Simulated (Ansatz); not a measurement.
# FH6NSSi2: two geometries relaxed

Aim: relax the geometries before and after the inversion of the pyramid at N1, and see whether they are two minima and how far apart in energy. SMILES of the start: N[SiH2]S[SiH2]F.

Method: RKS B3LYP-D4/6-31G, in Ansatz 0.2.0.

### 1 Starting point

Bond lengths: N1–Si2 1.637 Å, Si2–S3 2.089 Å, S3–Si4 2.168 Å, Si4–F5 1.664 Å, N1–H6 1.067 Å, N1–H7 1.033 Å, Si2–H8 1.429 Å, Si2–H9 1.445 Å, Si4–H10 1.429 Å, Si4–H11 1.456 Å. Angles (14 of 16 angles, heavy atoms first): N1–Si2–S3 101.6°, Si2–S3–Si4 94.0°, S3–Si4–F5 105.2°, N1–Si2–H8 109.3°, N1–Si2–H9 107.5°, S3–Si2–H8 111.5°, S3–Si2–H9 110.2°, Si2–N1–H6 110.2°, Si2–N1–H7 111.6°, S3–Si4–H10 111.4°, S3–Si4–H11 110.2°, F5–Si4–H10 107.8°, F5–Si4–H11 107.6°, H8–Si2–H9 115.7°.

Coordinates:

```xyz
11

N    -1.2297    1.4007   -1.5525
Si   -0.6317    0.0745   -0.8027
S     0.3859    0.9285    0.8095
Si    1.2749   -0.9462    1.4377
F    -0.0099   -1.9409    1.7957
H    -1.8771    1.9363   -0.8942
H    -0.4900    2.0977   -1.7399
H    -1.7139   -0.7484   -0.3636
H     0.3031   -0.5514   -1.7091
H     2.0155   -1.5538    0.3777
H     2.0383   -0.7540    2.6620
```

### 2 Relaxing end A

Contents of input.yaml:

```yaml
crystal:
  periodic: [false, false, false]
  atoms:
    - { symbol: "N", position_ang: [-1.2297, 1.4007, -1.5525] }
    - { symbol: Si, position_ang: [-0.6317, 0.0745, -0.8027] }
    - { symbol: S, position_ang: [0.3859, 0.9285, 0.8095] }
    - { symbol: Si, position_ang: [1.2749, -0.9462, 1.4377] }
    - { symbol: F, position_ang: [-0.0099, -1.9409, 1.7957] }
    - { symbol: H, position_ang: [-1.8771, 1.9363, -0.8942] }
    - { symbol: H, position_ang: [-0.49, 2.0977, -1.7399] }
    - { symbol: H, position_ang: [-1.7139, -0.7484, -0.3636] }
    - { symbol: H, position_ang: [0.3031, -0.5514, -1.7091] }
    - { symbol: H, position_ang: [2.0155, -1.5538, 0.3777] }
    - { symbol: H, position_ang: [2.0383, -0.754, 2.662] }
basis:
  gaussian: { orbitals: "6-31G" }
hamiltonian:
  xc: b3lyp
  dispersion: d4
relax:
  f_tol: 0.015
  max_steps: 40
```

Launch:

```
$ ansatz run input.yaml --threads 1 --pin off --max-ram 2048MiB --backend cpu --events-out ev --progress --plain --runs-dir out
```

What it wrote, cut to the lines that bear on the results:

```text
Warning: RAYON_NUM_THREADS=1 ignored (pool sized by the plan → 1); use --threads N
[...]
Functional definition: B3LYP
[...]
887 factors; integrals over basis functions are off by at most 1.6e-4 eV
[...]
mean field -30893.28074496 eV, -1135.3071271597 hartree, gradient 2.0e-5 eV, S^2 0.000000; 0 other end points of the search recorded, 0 dependent functions left out
[...]
reference -30893.28101648 eV, -1135.3071371378 hartree; 33, 33 occupied and 36, 36 virtual orbitals, 887 factors
relax step   1: F+E_penalty+E_count = -30893.76780388 eV  Δ(F+E_penalty+E_count) = +0.000e0 eV  max|allowed force component| = 5.886e0 eV/Å  Δτ_max = 0.0000 Å  (24 SCF iters, accepted)
[...]
relax step   4: F+E_penalty+E_count = -30895.20520308 eV  Δ(F+E_penalty+E_count) = -9.454e-2 eV  max|allowed force component| = 3.505e-1 eV/Å  Δτ_max = 0.2000 Å  (26 SCF iters, accepted)
[...]
relax step   7: F+E_penalty+E_count = -30895.23992030 eV  Δ(F+E_penalty+E_count) = -9.301e-3 eV  max|allowed force component| = 7.753e-2 eV/Å  Δτ_max = 0.1138 Å  (26 SCF iters, accepted)
[...]
relax step  10: F+E_penalty+E_count = -30895.24732465 eV  Δ(F+E_penalty+E_count) = -3.288e-3 eV  max|allowed force component| = 2.495e-2 eV/Å  Δτ_max = 0.0647 Å  (26 SCF iters, accepted)
[...]
relax step  12: F+E_penalty+E_count = -30895.24924408 eV  Δ(F+E_penalty+E_count) = -1.198e-3 eV  max|allowed force component| = 1.252e-1 eV/Å  Δτ_max = 0.0462 Å  (26 SCF iters, accepted)
[...]
relax step  13: F+E_penalty+E_count = -30895.25090547 eV  Δ(F+E_penalty+E_count) = -1.661e-3 eV  max|allowed force component| = 4.920e-2 eV/Å  Δτ_max = 0.0259 Å  (26 SCF iters, accepted)
[...]
887 factors; integrals over basis functions are off by at most 1.6e-4 eV
mean field -30894.80856909 eV, -1135.3632736608 hartree, gradient 1.8e-5 eV, S^2 0.000000; 0 other end points of the search recorded, 0 dependent functions left out
[...]
reference -30894.80885719 eV, -1135.3632842480 hartree; 33, 33 occupied and 36, 36 virtual orbitals, 887 factors
```

### 3 The output, continued: end point A relaxed

Output, continued:

```text
relax step  14: F+E_penalty+E_count = -30895.25136141 eV  Δ(F+E_penalty+E_count) = -4.559e-4 eV  max|allowed force component| = 3.464e-2 eV/Å  Δτ_max = 0.0193 Å  (26 SCF iters, accepted)
these checks for a lower state are left out or cut short: starts, cluster_reference, orbital_swaps, neighbouring_geometries, increment
887 factors; integrals over basis functions are off by at most 1.6e-4 eV
mean field -30894.80888672 eV, -1135.3632853332 hartree, gradient 1.6e-5 eV, S^2 0.000000; 0 other end points of the search recorded, 0 dependent functions left out
the calculation of the forces begins
reference -30894.80917505 eV, -1135.3632959294 hartree; 33, 33 occupied and 36, 36 virtual orbitals, 887 factors
relax step  15: F+E_penalty+E_count = -30895.25190764 eV  Δ(F+E_penalty+E_count) = -5.462e-4 eV  max|allowed force component| = 3.343e-2 eV/Å  Δτ_max = 0.0455 Å  (25 SCF iters, accepted)
these checks for a lower state are left out or cut short: starts, cluster_reference, orbital_swaps, neighbouring_geometries, increment
887 factors; integrals over basis functions are off by at most 1.6e-4 eV
mean field -30894.80914330 eV, -1135.3632947626 hartree, gradient 1.7e-5 eV, S^2 0.000000; 0 other end points of the search recorded, 0 dependent functions left out
the calculation of the forces begins
reference -30894.80943152 eV, -1135.3633053542 hartree; 33, 33 occupied and 36, 36 virtual orbitals, 887 factors
relax step  16: F+E_penalty+E_count = -30895.25220750 eV  Δ(F+E_penalty+E_count) = -2.999e-4 eV  max|allowed force component| = 4.318e-2 eV/Å  Δτ_max = 0.0461 Å  (25 SCF iters, accepted)
these checks for a lower state are left out or cut short: starts, cluster_reference, orbital_swaps, neighbouring_geometries, increment
887 factors; integrals over basis functions are off by at most 1.6e-4 eV
mean field -30894.80933269 eV, -1135.3633017224 hartree, gradient 1.6e-5 eV, S^2 0.000000; 0 other end points of the search recorded, 0 dependent functions left out
the calculation of the forces begins
reference -30894.80962077 eV, -1135.3633123090 hartree; 33, 33 occupied and 36, 36 virtual orbitals, 887 factors
relax step  17: F+E_penalty+E_count = -30895.25232363 eV  Δ(F+E_penalty+E_count) = -1.161e-4 eV  max|allowed force component| = 4.042e-2 eV/Å  Δτ_max = 0.0159 Å  (26 SCF iters, accepted)
these checks for a lower state are left out or cut short: starts, cluster_reference, orbital_swaps, neighbouring_geometries, increment
887 factors; integrals over basis functions are off by at most 1.6e-4 eV
mean field evaluation 128: about -30894.8103 eV, gradient 7.1e-1 eV
mean field -30894.80962811 eV, -1135.3633125790 hartree, gradient 1.8e-5 eV, S^2 0.000000; 0 other end points of the search recorded, 0 dependent functions left out
the calculation of the forces begins
reference -30894.80991593 eV, -1135.3633231562 hartree; 33, 33 occupied and 36, 36 virtual orbitals, 887 factors
relax step  18: F+E_penalty+E_count = -30895.25246406 eV  Δ(F+E_penalty+E_count) = -1.404e-4 eV  max|allowed force component| = 2.536e-2 eV/Å  Δτ_max = 0.0222 Å  (26 SCF iters, accepted)
these checks for a lower state are left out or cut short: starts, cluster_reference, orbital_swaps, neighbouring_geometries, increment
887 factors; integrals over basis functions are off by at most 1.6e-4 eV
mean field -30894.80978208 eV, -1135.3633182372 hartree, gradient 1.7e-5 eV, S^2 0.000000; 0 other end points of the search recorded, 0 dependent functions left out
the calculation of the forces begins
reference -30894.81006948 eV, -1135.3633287991 hartree; 33, 33 occupied and 36, 36 virtual orbitals, 887 factors
relax step  19: F+E_penalty+E_count = -30895.25256524 eV  Δ(F+E_penalty+E_count) = -1.012e-4 eV  max|allowed force component| = 1.868e-2 eV/Å  Δτ_max = 0.0329 Å  (26 SCF iters, accepted)
these checks for a lower state are left out or cut short: starts, cluster_reference, orbital_swaps, neighbouring_geometries, increment
887 factors; integrals over basis functions are off by at most 1.6e-4 eV
mean field -30894.81042964 eV, -1135.3633420348 hartree, gradient 5.3e-6 eV, S^2 0.000000; 0 other end points of the search recorded, 0 dependent functions left out
the calculation of the forces begins
reference -30894.81071635 eV, -1135.3633525709 hartree; 33, 33 occupied and 36, 36 virtual orbitals, 887 factors
relax step  20: F+E_penalty+E_count = -30895.25224819 eV  Δ(F+E_penalty+E_count) = +3.171e-4 eV  max|allowed force component| = 6.471e-2 eV/Å  Δτ_max = 0.0692 Å  (26 SCF iters, rejected (line search))
these checks for a lower state are left out or cut short: starts, cluster_reference, orbital_swaps, neighbouring_geometries, increment
887 factors; integrals over basis functions are off by at most 1.6e-4 eV
mean field -30894.81020617 eV, -1135.3633338221 hartree, gradient 1.7e-5 eV, S^2 0.000000; 0 other end points of the search recorded, 0 dependent functions left out
the calculation of the forces begins
reference -30894.81049322 eV, -1135.3633443711 hartree; 33, 33 occupied and 36, 36 virtual orbitals, 887 factors
relax step  21: F+E_penalty+E_count = -30895.25267306 eV  Δ(F+E_penalty+E_count) = -1.078e-4 eV  max|allowed force component| = 1.861e-2 eV/Å  Δτ_max = 0.0334 Å  (25 SCF iters, accepted)
these checks for a lower state are left out or cut short: starts, cluster_reference, orbital_swaps, neighbouring_geometries, increment
887 factors; integrals over basis functions are off by at most 1.6e-4 eV
mean field evaluation 160: about -30894.8104 eV, gradient 1.1e-4 eV
mean field -30894.81039190 eV, -1135.3633406477 hartree, gradient 1.9e-5 eV, S^2 0.000000; 0 other end points of the search recorded, 0 dependent functions left out
the calculation of the forces begins
reference -30894.81067879 eV, -1135.3633511908 hartree; 33, 33 occupied and 36, 36 virtual orbitals, 887 factors
relax step  22: F+E_penalty+E_count = -30895.25271173 eV  Δ(F+E_penalty+E_count) = -3.867e-5 eV  max|allowed force component| = 1.624e-2 eV/Å  Δτ_max = 0.0158 Å  (26 SCF iters, accepted)
these checks for a lower state are left out or cut short: starts, cluster_reference, orbital_swaps, neighbouring_geometries, increment
887 factors; integrals over basis functions are off by at most 1.6e-4 eV
mean field -30894.81053486 eV, -1135.3633459013 hartree, gradient 1.8e-5 eV, S^2 0.000000; 0 other end points of the search recorded, 0 dependent functions left out
the calculation of the forces begins
reference -30894.81082159 eV, -1135.3633564387 hartree; 33, 33 occupied and 36, 36 virtual orbitals, 887 factors
relax step  23: F+E_penalty+E_count = -30895.25274791 eV  Δ(F+E_penalty+E_count) = -3.617e-5 eV  max|allowed force component| = 1.527e-2 eV/Å  Δτ_max = 0.0173 Å  (26 SCF iters, accepted)
these checks for a lower state are left out or cut short: starts, cluster_reference, orbital_swaps, neighbouring_geometries, increment
887 factors; integrals over basis functions are off by at most 1.6e-4 eV
mean field -30894.81056754 eV, -1135.3633471023 hartree, gradient 7.5e-6 eV, S^2 0.000000; 0 other end points of the search recorded, 0 dependent functions left out
the calculation of the forces begins
reference -30894.81085417 eV, -1135.3633576359 hartree; 33, 33 occupied and 36, 36 virtual orbitals, 887 factors
relax step  24: F+E_penalty+E_count = -30895.25277864 eV  Δ(F+E_penalty+E_count) = -3.073e-5 eV  max|allowed force component| = 1.404e-2 eV/Å  Δτ_max = 0.0112 Å  (22 SCF iters, accepted)
887 factors; integrals over basis functions are off by at most 1.6e-4 eV
mean field -30894.81056754 eV, -1135.3633471023 hartree, gradient 7.5e-6 eV, S^2 0.000000; 1 other end points of the search recorded, 0 dependent functions left out
the calculation of the forces begins
reference -30894.81085417 eV, -1135.3633576359 hartree; 33, 33 occupied and 36, 36 virtual orbitals, 887 factors
Total energy: -30895.25306528 eV, -1135.3796085942 hartree
Atom 0 at    -1.038604     1.639013    -1.633807 Å, force    -0.006024     0.002334     0.004260 eV/Å
Atom 1 at    -1.000164     0.178370    -0.671522 Å, force    -0.000727     0.014039    -0.005819 eV/Å
Atom 2 at    -0.115190     0.471967     1.415766 Å, force     0.005236    -0.006222    -0.002544 eV/Å
Atom 3 at     1.466803    -1.058377     1.565428 Å, force    -0.009006    -0.002824     0.002063 eV/Å
Atom 4 at     0.822001    -2.611785     1.848119 Å, force     0.004157     0.008099    -0.002443 eV/Å
Atom 5 at    -1.841617     2.250642    -1.643647 Å, force     0.009511    -0.012362     0.001264 eV/Å
Atom 6 at    -0.220765     2.025657    -2.081187 Å, force    -0.002861    -0.003952     0.003875 eV/Å
Atom 7 at    -2.413086    -0.260205    -0.475580 Å, force     0.002168     0.001643    -0.000601 eV/Å
Atom 8 at    -0.126660    -0.849411    -1.324557 Å, force    -0.000926    -0.001600     0.000160 eV/Å
Atom 9 at     2.227863    -1.156494     0.277664 Å, force    -0.001105     0.000578     0.001131 eV/Å
Atom 10 at     2.304817    -0.686376     2.743922 Å, force    -0.000425     0.000267    -0.001346 eV/Å
Dipole moment:     0.133919     0.444606    -0.651802 e Å
```

It took 93 s on 1 thread of Arm Neoverse V2, shared host; peak memory 0.17 GiB.

Relaxation path:

| step | energy from step 1 (eV) | largest force component (eV/Å) |
| --- | --- | --- |
| 1 | 0.0000 | 5.8856 |
| 2 | -1.0531 | 2.7450 |
| 3 | -1.3429 | 0.8975 |
| 4 | -1.4374 | 0.3505 |
| 5 | -1.4426 | 0.2898 |
| 6 | -1.4628 | 0.1976 |
| 7 | -1.4721 | 0.0775 |
| 8 | -1.4736 | 0.2212 |
| 9 | -1.4762 | 0.1132 |
| 10 | -1.4795 | 0.0249 |
| 11 | -1.4802 | 0.1736 |
| 12 | -1.4814 | 0.1252 |
| 13 | -1.4831 | 0.0492 |
| 14 | -1.4836 | 0.0346 |
| 15 | -1.4841 | 0.0334 |
| 16 | -1.4844 | 0.0432 |
| 17 | -1.4845 | 0.0404 |
| 18 | -1.4847 | 0.0254 |
| 19 | -1.4848 | 0.0187 |
| 20x | -1.4844 | 0.0647 |
| 21 | -1.4849 | 0.0186 |
| 22 | -1.4849 | 0.0162 |
| 23 | -1.4849 | 0.0153 |
| 24 | -1.4850 | 0.0140 |

Step 1 is the start. 1 step was tried and not accepted (marked x).

After: Bond lengths: N1–Si2 1.750 Å, Si2–S3 2.286 Å, S3–Si4 2.206 Å, Si4–F5 1.706 Å, N1–H6 1.009 Å, N1–H7 1.009 Å, Si2–H8 1.492 Å, Si2–H9 1.499 Å, Si4–H10 1.499 Å, Si4–H11 1.493 Å. Angles (14 of 16 angles, heavy atoms first): N1–Si2–S3 113.8°, Si2–S3–Si4 104.5°, S3–Si4–F5 111.8°, N1–Si2–H8 107.3°, N1–Si2–H9 110.2°, S3–Si2–H8 106.5°, S3–Si2–H9 105.1°, Si2–N1–H6 121.9°, Si2–N1–H7 123.1°, S3–Si4–H10 110.6°, S3–Si4–H11 106.5°, F5–Si4–H10 105.9°, F5–Si4–H11 108.0°, H8–Si2–H9 114.0°.

### 4 Relaxing end B

The second end starts from a geometry with the move made by hand.

input.yaml: that of step 2 with these lines changed.

```diff
@@ -8,4 +8,4 @@
     - { symbol: F, position_ang: [-0.0099, -1.9409, 1.7957] }
-    - { symbol: H, position_ang: [-1.8771, 1.9363, -0.8942] }
-    - { symbol: H, position_ang: [-0.49, 2.0977, -1.7399] }
+    - { symbol: H, position_ang: [-2.26779, 1.26888, -1.76309] }
+    - { symbol: H, position_ang: [-0.8315, 1.51431, -2.4994] }
     - { symbol: H, position_ang: [-1.7139, -0.7484, -0.3636] }
```

Launch:

```
$ ansatz run input.yaml --threads 1 --pin off --max-ram 2048MiB --backend cpu --events-out ev --progress --plain --runs-dir out
```

What it wrote, cut to the lines that bear on the results:

```text
Warning: RAYON_NUM_THREADS=1 ignored (pool sized by the plan → 1); use --threads N
[...]
Functional definition: B3LYP
[...]
887 factors; integrals over basis functions are off by at most 1.5e-4 eV
[...]
mean field -30893.20236293 eV, -1135.3042466732 hartree, gradient 2.4e-5 eV, S^2 0.000000; 0 other end points of the search recorded, 0 dependent functions left out
[...]
reference -30893.20263546 eV, -1135.3042566884 hartree; 33, 33 occupied and 36, 36 virtual orbitals, 887 factors
relax step   1: F+E_penalty+E_count = -30893.68533500 eV  Δ(F+E_penalty+E_count) = +0.000e0 eV  max|allowed force component| = 5.016e0 eV/Å  Δτ_max = 0.0000 Å  (24 SCF iters, accepted)
[...]
relax step   4: F+E_penalty+E_count = -30895.18704679 eV  Δ(F+E_penalty+E_count) = -8.804e-2 eV  max|allowed force component| = 7.292e-1 eV/Å  Δτ_max = 0.2000 Å  (28 SCF iters, accepted)
[...]
relax step   7: F+E_penalty+E_count = -30895.24580091 eV  Δ(F+E_penalty+E_count) = -6.878e-3 eV  max|allowed force component| = 1.072e-1 eV/Å  Δτ_max = 0.0842 Å  (27 SCF iters, accepted)
[...]
relax step  10: F+E_penalty+E_count = -30895.24816188 eV  Δ(F+E_penalty+E_count) = -2.173e-4 eV  max|allowed force component| = 3.264e-2 eV/Å  Δτ_max = 0.0215 Å  (26 SCF iters, accepted)
[...]
relax step  13: F+E_penalty+E_count = -30895.24953825 eV  Δ(F+E_penalty+E_count) = -5.362e-4 eV  max|allowed force component| = 7.108e-2 eV/Å  Δτ_max = 0.0084 Å  (22 SCF iters, accepted)
[...]
relax step  14: F+E_penalty+E_count = -30895.25033951 eV  Δ(F+E_penalty+E_count) = -8.013e-4 eV  max|allowed force component| = 3.110e-2 eV/Å  Δτ_max = 0.0349 Å  (26 SCF iters, accepted)
[...]
887 factors; integrals over basis functions are off by at most 1.6e-4 eV
mean field -30894.80734810 eV, -1135.3632287903 hartree, gradient 4.4e-6 eV, S^2 0.000000; 0 other end points of the search recorded, 0 dependent functions left out
[...]
reference -30894.80763700 eV, -1135.3632394071 hartree; 33, 33 occupied and 36, 36 virtual orbitals, 887 factors
```

### 5 The output, continued: end point B relaxed

Output, continued, cut to the lines that bear on the results:

```text
relax step  15: F+E_penalty+E_count = -30895.25111391 eV  Δ(F+E_penalty+E_count) = -7.744e-4 eV  max|allowed force component| = 4.198e-2 eV/Å  Δτ_max = 0.0777 Å  (25 SCF iters, accepted)
[...]
relax step  17: F+E_penalty+E_count = -30895.25178492 eV  Δ(F+E_penalty+E_count) = -3.997e-4 eV  max|allowed force component| = 5.779e-2 eV/Å  Δτ_max = 0.0147 Å  (23 SCF iters, accepted)
[...]
relax step  19: F+E_penalty+E_count = -30895.25230167 eV  Δ(F+E_penalty+E_count) = -1.673e-4 eV  max|allowed force component| = 2.432e-3 eV/Å  Δτ_max = 0.0143 Å  (22 SCF iters, accepted)
[...]
relax step  21: F+E_penalty+E_count = -30895.25249252 eV  Δ(F+E_penalty+E_count) = -4.845e-5 eV  max|allowed force component| = 2.014e-2 eV/Å  Δτ_max = 0.0175 Å  (26 SCF iters, accepted)
[...]
Atom 1 at    -1.047099    -0.031906    -0.844466 Å, force     0.001493     0.001706    -0.002441 eV/Å
Atom 2 at    -0.156734     0.524991     1.185878 Å, force    -0.004989     0.000532    -0.002166 eV/Å
Atom 3 at     1.430128    -0.969482     1.521390 Å, force     0.011336     0.008040     0.000101 eV/Å
Atom 4 at     0.792532    -2.478800     1.993161 Å, force    -0.001678    -0.002875     0.000790 eV/Å
Atom 5 at    -2.026268     1.870297    -2.012150 Å, force     0.007056    -0.002645     0.000399 eV/Å
Atom 6 at    -0.386797     1.727162    -2.417163 Å, force    -0.014249    -0.001578     0.002876 eV/Å
Atom 7 at    -2.430631    -0.531967    -0.592917 Å, force     0.001321     0.002104     0.001457 eV/Å
Atom 8 at    -0.120121    -1.070756    -1.400239 Å, force    -0.002378     0.001130    -0.000862 eV/Å
Atom 9 at     2.191056    -1.222087     0.254498 Å, force    -0.003216     0.001655     0.003956 eV/Å
Atom 10 at     2.267244    -0.450322     2.644168 Å, force    -0.006013    -0.005410    -0.006087 eV/Å
Dipole moment:     0.113093     0.363335    -0.693740 e Å
```

Run time: 96 s. Hardware: 1 thread of Arm Neoverse V2, shared host; peak memory 0.17 GiB.

Relaxation path:

| step | energy from step 1 (eV) | largest force component (eV/Å) |
| --- | --- | --- |
| 1 | 0.0000 | 5.0164 |
| 2 | -1.1253 | 2.2668 |
| 3 | -1.4137 | 0.7585 |
| 4 | -1.5017 | 0.7292 |
| 5 | -1.5356 | 0.3443 |
| 6 | -1.5536 | 0.1672 |
| 7 | -1.5605 | 0.1072 |
| 8 | -1.5621 | 0.0172 |
| 9 | -1.5626 | 0.0286 |
| 10 | -1.5628 | 0.0326 |
| 11 | -1.5633 | 0.0577 |
| 12 | -1.5637 | 0.0998 |
| 13 | -1.5642 | 0.0711 |
| 14 | -1.5650 | 0.0311 |
| 15 | -1.5658 | 0.0420 |
| 16 | -1.5661 | 0.0848 |
| 17 | -1.5665 | 0.0578 |
| 18 | -1.5668 | 0.0296 |
| 19 | -1.5670 | 0.0024 |
| 20 | -1.5671 | 0.0233 |
| 21 | -1.5672 | 0.0201 |
| 22 | -1.5672 | 0.0114 |
| 23 | -1.5672 | 0.0172 |
| 24 | -1.5673 | 0.0142 |

Step 1 is the start.

After: Bond lengths: N1–Si2 1.749 Å, Si2–S3 2.286 Å, S3–Si4 2.205 Å, Si4–F5 1.705 Å, N1–H6 1.009 Å, N1–H7 1.009 Å, Si2–H8 1.492 Å, Si2–H9 1.499 Å, Si4–H10 1.499 Å, Si4–H11 1.494 Å. Angles (14 of 16 angles, heavy atoms first): N1–Si2–S3 113.4°, Si2–S3–Si4 104.5°, S3–Si4–F5 111.9°, N1–Si2–H8 107.2°, N1–Si2–H9 110.6°, S3–Si2–H8 107.0°, S3–Si2–H9 104.9°, Si2–N1–H6 121.9°, Si2–N1–H7 123.1°, S3–Si4–H10 110.5°, S3–Si4–H11 106.4°, F5–Si4–H10 105.9°, F5–Si4–H11 108.0°, H8–Si2–H9 113.8°.

### 6 Outcome

| quantity | value |
| --- | --- |
| end A | 22 moves, 1.485 eV lower |
| end B | 23 moves, 1.567 eV lower |
| largest difference between the ends | 0.06 Å |
| end B relative to end A | +0.000 eV |

**Reading.** Both starts fell into the same minimum (no atom differs by more than 0.06 Å), so from this start no second minimum was found and no band was run; another arrangement could still be one. In so small a basis the energies are only a sketch.
